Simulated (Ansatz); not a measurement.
# C₉H₁₅Cl₂HfN: how energies converge with the basis set

One table from this session's results is given with a row withheld; the runs are named, their logs left out.

Method: one geometry, several basis sets; program: Ansatz 0.2.0, Gaussian basis.

Plan: PBE0-D4/def2-SVP; ωB97M-V/def2-SVP; PBE0-D4/def2-QZVPP; ωB97M-V/def2-QZVPP; the functionals' def2-TZVPP values are taken from earlier runs.

**The geometry**

An earlier PBE0-D4 in a triple-zeta def2 set relaxation fixed the geometry. Hf takes the def2 core potential; no spin-orbit term is included.

SMILES `CC[C@@]12[C@H]3[C@H]4[C@H]5[C@@H]1[Hf]4532([Cl])([Cl])[N](C)C`, 28 atoms, charge 0, spin multiplicity 1.

Atoms are counted from 1 here; the program's logs count them from 0.

Bond lengths: C1–C2 1.518 Å, C1–H14 1.093 Å, C1–H15 1.091 Å, C1–H16 1.092 Å, C2–C3 1.496 Å, C2–H17 1.097 Å, C2–H18 1.093 Å, C3–C4 1.412 Å, C3–C7 1.417 Å, C3–Hf8 2.540 Å, C4–C5 1.417 Å, C4–Hf8 2.506 Å, C4–H19 1.080 Å, C5–C6 1.408 Å, C5–Hf8 2.480 Å, C5–H20 1.080 Å, C6–C7 1.413 Å, C6–Hf8 2.478 Å and more. Angles: C2–C1–H14 111.6°, C2–C1–H15 110.4°, C2–C1–H16 111.0°, H14–C1–H15 107.4°, H14–C1–H16 108.4°, H15–C1–H16 107.8°, C1–C2–C3 114.5°, C1–C2–H17 109.4°, C1–C2–H18 109.8°, C3–C2–H17 107.5°, C3–C2–H18 109.0°, H17–C2–H18 106.2°, C2–C3–C4 127.2°, C2–C3–C7 125.9°, C2–C3–Hf8 123.7°, C4–C3–C7 106.8°, C4–C3–Hf8 72.4°, C7–C3–Hf8 71.6° and more.

The first run:

in.yaml reads:

```yaml
crystal:
  periodic: [false, false, false]
  atoms:
    - {symbol: C, position_ang: [-0.368674, 1.933139, 2.402570]}
    - {symbol: C, position_ang: [-1.344989, 2.142202, 1.258860]}
    - {symbol: C, position_ang: [-1.523358, 0.952738, 0.368560]}
    - {symbol: C, position_ang: [-1.224165, -0.393829, 0.672451]}
    - {symbol: C, position_ang: [-1.640011, -1.208947, -0.409210]}
    - {symbol: C, position_ang: [-2.191881, -0.367758, -1.394802]}
    - {symbol: C, position_ang: [-2.099167, 0.962333, -0.926604]}
    - {symbol: Hf, position_ang: [0.226686, 0.162689, -1.294070]}
    - {symbol: Cl, position_ang: [1.315936, 2.255983, -0.909165]}
    - {symbol: Cl, position_ang: [0.254020, -0.161852, -3.658337]}
    - {symbol: N, position_ang: [1.469556, -1.236974, -0.559992]}
    - {symbol: C, position_ang: [1.504456, -2.343239, 0.353037]}
    - {symbol: C, position_ang: [2.750237, -1.035343, -1.213587]}
    - {symbol: H, position_ang: [-0.693503, 1.128661, 3.067026]}
    - {symbol: H, position_ang: [-0.285437, 2.840283, 3.003465]}
    - {symbol: H, position_ang: [0.627774, 1.688692, 2.028020]}
    - {symbol: H, position_ang: [-2.330394, 2.402915, 1.663436]}
    - {symbol: H, position_ang: [-1.028926, 2.995540, 0.653331]}
    - {symbol: H, position_ang: [-0.757412, -0.740897, 1.581859]}
    - {symbol: H, position_ang: [-1.539043, -2.282354, -0.474431]}
    - {symbol: H, position_ang: [-2.572638, -0.676495, -2.356464]}
    - {symbol: H, position_ang: [-2.414364, 1.846432, -1.464205]}
    - {symbol: H, position_ang: [2.241265, -2.180111, 1.152442]}
    - {symbol: H, position_ang: [1.784065, -3.274248, -0.160028]}
    - {symbol: H, position_ang: [0.531825, -2.498063, 0.819193]}
    - {symbol: H, position_ang: [3.541637, -0.806207, -0.487979]}
    - {symbol: H, position_ang: [3.047408, -1.915284, -1.798869]}
    - {symbol: H, position_ang: [2.719088, -0.189998, -1.916527]}
basis:
  gaussian: {orbitals: def2-SVP}
hamiltonian: {xc: pbe0, dispersion: d4}
output: {orbitals: {seedname: orbitals}}
```

Steps of the session up to this table: PBE0-D4 in def2-SVP; ωB97M-V in def2-SVP; PBE0-D4 in def2-QZVPP; ωB97M-V in def2-QZVPP.

One table of the session follows, with a row left open; its other results are not shown here.

It belongs to the step «Functionals by basis». 

| functional | basis | HOMO (eV) |
| --- | --- | --- |
| PBE0-D4 | def2-SVP | -6.72 |
| PBE0-D4 | def2-TZVPP | -6.72 |
| PBE0-D4 | def2-QZVPP | -6.74 |
| ωB97M-V | def2-SVP | -8.94 |
| ωB97M-V | def2-TZVPP | ? |
| ωB97M-V | def2-QZVPP | -8.97 |

Estimate the missing values for ωB97M-V, def2-TZVPP.

As computed: HOMO (eV): -8.95. In the column «HOMO (eV)» it lies between ωB97M-V, def2-QZVPP (-8.97) and ωB97M-V, def2-SVP (-8.94).
